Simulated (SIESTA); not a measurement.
HoAgGe:

```
Ho Ag Ge
1.0
     7.08620    0.00000    0.00000
    -3.54310    6.13683    0.00000
     0.00000    0.00000    4.18640
Ho Ag Ge
3 3 3
Direct
  0.00000 0.58280 0.00000
  0.41720 0.41720 0.00000
  0.58280 0.00000 0.00000
  0.00000 0.00000 0.00000
  0.66667 0.33333 0.50000
  0.33333 0.66667 0.50000
  0.00000 0.24590 0.50000
  0.75410 0.75410 0.50000
  0.24590 0.00000 0.50000
```

- Program: SIESTA 5.4.2
- Task: single point
- Functional: PBEsol
- Potentials or basis: PseudoDojo 0.4 standard with PseudoDojo 3+ lanthanides (4f in the core) (PBE and PBEsol files)
- Basis: DZP (energy shift 0.003 Ry; two zetas on semicore shells)
- Grid cutoff: 800 Ry
- Energy shift: 0.003 Ry
- k mesh: 5 × 5 × 7
- Occupations: fermi-dirac, width 0.05 eV
- Spin: collinear spin, ferromagnetic start
- Starting moments: [4.0, 4.0, 4.0, 0.0, 0.0, 0.0, 0.0, 0.0, 0.0] μB

On this cell: pressure 0.0 GPa; largest force 0.731 eV/Å; net moment 0.00 μB per cell; band gap on the k mesh none (metal or under the smearing width).

The same run follows on a disturbed copy (atoms moved at random, drawn with an rms of 0.05 Å):

```
Ho Ag Ge
1.0
     7.08620    0.00000    0.00000
    -3.54310    6.13683    0.00000
     0.00000    0.00000    4.18640
Ho Ag Ge
3 3 3
Direct
  0.99912 0.58171 0.00542
  0.41389 0.41530 0.00783
  0.58896 0.01012 0.00834
  0.00195 0.00122 0.99135
  0.66642 0.32766 0.49721
  0.33240 0.66089 0.50500
  0.00550 0.25336 0.50167
  0.75369 0.76022 0.50480
  0.24653 0.99767 0.49606
```

What changes?

The energy (extrapolated to zero smearing) moves by +4.2 meV/atom; pressure 0.1 GPa; largest force 0.879 eV/Å; net moment 0.00 μB per cell; band gap on the k mesh none (metal or under the smearing width).

Forces in eV/Å, atoms in the order of the input:
```
Ho  -0.144  0.338 -0.067
Ho   0.121 -0.082 -0.103
Ho   0.225 -0.545 -0.143
Ag  -0.032 -0.038  0.254
Ag  -0.214  0.427  0.222
Ag  -0.033  0.451  0.045
Ge  -0.354  0.325 -0.068
Ge  -0.260 -0.826 -0.149
Ge   0.691 -0.050  0.009
```

Stress tensor (GPa, compression positive):
```
 0.53  0.13 -0.02
 0.13  0.75  0.09
-0.02  0.09 -0.90
```

Caveats: the magnetic or orbital state may not be the lowest; the potentials were made for another functional, which shifts forces and pressure; short orbitals over semicore shells can move pressures by several GPa; spin-orbit coupling is left out, which moves the levels of the heavy elements; the 4f electrons are frozen in the core as for a trivalent ion, so they carry no moment and show no levels; the basis of atomic orbitals isn't converged, which shifts pressures, moduli and gaps.
